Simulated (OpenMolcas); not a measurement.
# Cr²⁺ among point charges: CASSCF and CASPT2 levels and susceptibility

Aim: the splitting of the states of Cr²⁺ in the field of 2 point charges, its lowest levels with spin-orbit coupling and its magnetic susceptibility.

The numbers are computed with OpenMolcas 26.06 (state-averaged CASSCF and CASPT2, spin-orbit coupling by RASSI with atomic mean-field integrals), except any that are marked as measured or tabulated.

## 1. The atom as given

| Property | Result |
| --- | --- |
| Species | Cr²⁺ (chromium, Z = 24, 22 electrons) |
| Basis | ANO-RCC-VDZP [5s4p2d1f], 34 functions |
| Scalar Hamiltonian | DKH2, point nucleus |
| Inactive shells | 1s 2s 2p 3s 3p |
| Active space | 4 electrons in 5 orbitals (3d) |
| Some configurations of this space | 3d⁴ |
| Orbitals | optimised for each spin and parity, averaged over all roots |

The outer shells:

3d4
```
3d [↑ ][↑ ][↑ ][↑ ][  ]
```

The ion sits among 2 point charges of -1 e arranged as a linear pair (D∞h), 1.77 Å from the ion.

The work runs as a chain of OpenMolcas steps in one folder; each step below is one input file. Labels, J, g values, rates, χT and fits are worked out afterwards by a script from the matrices that RASSI stores. The input lists half of the charges; inversion (Group=XYZ) makes the rest.

## 2. GATEWAY and SEWARD: basis and integrals

The input, a.inp:

```
&GATEWAY
Coord
1

Cr 0.0 0.0 0.0
Basis=ANO-RCC-VDZP
Group=XYZ
NoMove
AngMom=0.0 0.0 0.0
AMFI
XField
1 Angstrom 0
0.000000 0.000000 1.770000 -1.000000
&SEWARD
```

Run with:

```sh
$ OMP_NUM_THREADS=1 MOLCAS_MEM=1689 MOLCAS_PROJECT=a pymolcas a.inp > a.log
```

## 3. Reference wave functions, quintets of even parity, 5 roots

The input, a.inp:

```
&RASSCF
FileOrb=start.orb
Symmetry=1
Spin=5
nActEl=4 0 0
Inactive=3 6
Ras2=5 0
CIRoot=5 5 1
SDav=5
CIMx=300
Iter=120 100
PrWF=0.3
OrbListing=Nothing
MaxOrb=0
>>> COPY $Project.JobIph JOB001
```

start.orb holds the contracted functions of the basis, ordered by shell, or the orbitals of the step before.

## 4. CASSCF: triplets of even parity, 45 roots

The input, a.inp:

```
&RASSCF
FileOrb=start.orb
Symmetry=1
Spin=3
nActEl=4 0 0
Inactive=3 6
Ras2=5 0
CIRoot=45 45 1
SDav=45
CIMx=300
Iter=120 100
PrWF=0.3
OrbListing=Nothing
MaxOrb=0
>>> COPY $Project.JobIph JOB002
```

## 5. Reference wave functions, singlets of even parity, 50 roots

The input, a.inp:

```
&RASSCF
FileOrb=start.orb
Symmetry=1
Spin=1
nActEl=4 0 0
Inactive=3 6
Ras2=5 0
CIRoot=50 50 1
SDav=50
CIMx=300
Iter=120 100
PrWF=0.3
OrbListing=Nothing
MaxOrb=0
>>> COPY $Project.JobIph JOB003
```

## 6. RASSI: spin-orbit coupling between the states

The input, a.inp:

```
&RASSI
NrOfJobIphs=3 5 45 50
1 2 3 4 5
1 2 3 4 5 6 7 8 9 10 11 12 13 14 15 16 17 18 19 20 21 22 23 24 25 26 27
28 29 30 31 32 33 34 35 36 37 38 39 40 41 42 43 44 45
1 2 3 4 5 6 7 8 9 10 11 12 13 14 15 16 17 18 19 20 21 22 23 24 25 26 27
28 29 30 31 32 33 34 35 36 37 38 39 40 41 42 43 44 45 46 47 48 49 50
IphNames
JOB001
JOB002
JOB003
EJob
SpinOrbit
DIPRint=1.0
SOCoupling=1000.0
Subsets=2
Property=9
'ANGMOM' 1 'ANGMOM' 2 'ANGMOM' 3 'MLTPL  1' 1 'MLTPL  1' 2 'MLTPL  1' 3
'AMFI' 1 'AMFI' 2 'AMFI' 3
SOProperty=3
'ANGMOM' 1 'ANGMOM' 2 'ANGMOM' 3
```

## 7. CASPT2: IPEA 0.25, imaginary shift 0.1 (closed shells correlated: 3s 3p)

The input, a.inp:

```
>>> COPY JOB001 $Project.JobIph
&CASPT2
Multistate=5 1 2 3 4 5
NoMult
Frozen=2 3
IPEA=0.25
Imaginary=0.1
MaxIter=60
WThr=0.0 0.3 0.05
PrWF=0.5
NoMix
>>> COPY JOB002 $Project.JobIph
&CASPT2
Multistate=45 1 2 3 4 5 6 7 8 9 10 11 12 13 14 15 16 17 18 19 20 21 22
23 24 25 26 27 28 29 30 31 32 33 34 35 36 37 38 39 40 41 42 43 44 45
NoMult
Frozen=2 3
IPEA=0.25
Imaginary=0.1
MaxIter=60
WThr=0.0 0.3 0.05
PrWF=0.5
NoMix
>>> COPY JOB003 $Project.JobIph
&CASPT2
Multistate=50 1 2 3 4 5 6 7 8 9 10 11 12 13 14 15 16 17 18 19 20 21 22
23 24 25 26 27 28 29 30 31 32 33 34 35 36 37 38 39 40 41 42 43 44 45 46
47 48 49 50
NoMult
Frozen=2 3
IPEA=0.25
Imaginary=0.1
MaxIter=60
WThr=0.0 0.3 0.05
PrWF=0.5
NoMix
```

(Steps that only read results are left out.)

Q: Predict the outcome of this session. Wanted: spin-free ground state; first state of the same spin within the active space; lowest level; next level.

The runs gave:

| quantity | value |
| --- | --- |
| method | SS-CASPT2, IPEA 0.25, imaginary shift 0.1 (closed shells correlated: 3s 3p) |
| spin-free ground state | 5Sigma, 1-fold in its orbital part |
| first state of the same spin within the active space | 5Pi at 3460 cm⁻¹ |
| lowest level | 1-fold |
| next level | 4.8 cm⁻¹ |
| χT at 300 K | 2.87 cm³ K/mol |
| effective moment at 300 K | 4.79 μB |

Cost by method:

```csv
method,time of its own steps,time with the reference
A. CASSCF,24 s,24 s
"B. SS-CASPT2, IPEA 0.25, imaginary shift 0.1, +3s 3p",7.2 s,31 s
```

Times are of one thread on a shared host.

**Reading.** The spin-free ground state (5Sigma) comes to 100 % from free-ion D terms and keeps the highest spin of the shell. χT at 300 K is 2.87, against 3.01 cm³ K/mol for the spin alone; near agreement at one temperature doesn't show that the orbital moment is quenched. An active space of the d shell alone favours high spin; real ions in strong fields can be low spin. CASPT2 does not keep the components of a term degenerate, and the means are used. The field of point charges can differ much from that of real complexes. With metal d orbitals alone active, the gaps between spin states are rough; where two lie within a few thousand cm-1, their order is open. This is an electrostatic model: the charges have no orbitals.
